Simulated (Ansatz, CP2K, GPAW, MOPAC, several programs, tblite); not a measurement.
## Many methods on one cell: CuI (zincblende)

CuI built on the zincblende prototype, relaxed with r2SCAN in Ansatz, was computed with several methods. It is cubic, F-43m (No. 216); conventional cell a = 6.024 Å, 27.33 Å³ an atom. Around Cu lie 4 I at 2.61 Å; around I lie 4 Cu at 2.61 Å. No spin polarisation and no zero-point or thermal motion.

```yaml
crystal:
  lattice:
    - [0.00000, 3.01203, 3.01203]
    - [3.01203, 0.00000, 3.01203]
    - [3.01203, 3.01203, 0.00000]
  atoms:
    - { symbol: Cu, position: [0.00000, 0.00000, 0.00000] }
    - { symbol: I, position: [0.25000, 0.25000, 0.25000] }
```

Gaps and times are for a single point on this cell; volume and bulk modulus come from each method's own relaxation or energy curve at fixed shape. Times are rough, from shared hosts (Arm Neoverse V2), and each method has its own mesh and cell size. A dagger marks a closed or tiny gap in a crystal that DFT finds insulating: a failure of the method or a wrong SCF state. PM6 (MOPAC), PM7 (MOPAC), GFN1-xTB (tblite), GFN2-xTB (tblite) treat a cluster of cells at its zone centre, which samples few k points: where these miss a band edge, the gap comes out too large for that reason alone. Gaps from k meshes are read at a limited set of points (mesh, symmetry points, PBE's band edges), so each method's own least gap may be somewhat smaller. xTB and the PM methods were fitted mostly to molecules, and can miss a solid's gap by electronvolts. Minimal bases can be far off for gaps. GLLB-SC's gap includes the derivative discontinuity. d marks a direct gap, i an indirect one (no mark: not told apart), a dash a value that wasn't computed or didn't pass its checks.

| method | kind | gap (eV) | own volume (Å³/atom) | bulk modulus (GPa) | atoms computed | processor time |
| --- | --- | --- | --- | --- | --- | --- |
| light PBE (260 eV and a coarse mesh) | light plane-wave | 1.40 d | – | – | 2 | 1.1 s |
| PBE/single zeta (GPAW) | small basis | 0.00† | – | – | 2 | 2.2 s |
| GFN1-xTB (tblite) | tight binding | 2.81 | 29.76 | 53 | 64 | 2.3 s |
| PBE | semilocal | 1.17 d | 28.11 | 39 | 2 | 3.4 s |
| GFN2-xTB (tblite) | tight binding | 5.18 | 27.73 | 44 | 64 | 3.6 s |
| PBE/SZV (CP2K) | small basis | 0.87 d | – | – | 2 | 6.9 s |
| GLLB-SC (GPAW) | model potential | 2.61 | – | – | 2 | 7 s |
| PM7 (MOPAC) | semi-empirical | 13.31 | – | – | 64 | 7.9 s |
| r2SCAN | semilocal | 1.67 d | 27.33 | 44 | 2 | 10 s |
| PBE/DZVP (CP2K) | small basis | 1.22 d | 29.16 | 37 | 2 | 20 s |
| PM6 (MOPAC) | semi-empirical | 4.33 | – | – | 64 | 40 s |

Against r2SCAN (1.67 eV) and with closed or daggered gaps left aside, the nearest gap at the points sampled is that of light PBE (260 eV and a coarse mesh) (-0.27 eV) and the farthest that of PM7 (MOPAC) (+11.64 eV). r2SCAN is only a yardstick of convenience: semilocal gaps usually lie below measured ones, which GLLB-SC and hybrids aim to mend.

Volumes against r2SCAN's: GFN1-xTB (tblite) +8.9 %, PBE +2.9 %, GFN2-xTB (tblite) +1.5 %, PBE/DZVP (CP2K) +6.7 %.

No spin-orbit coupling is included; it can move band edges with weight on the heavy atoms by tenths of an eV.
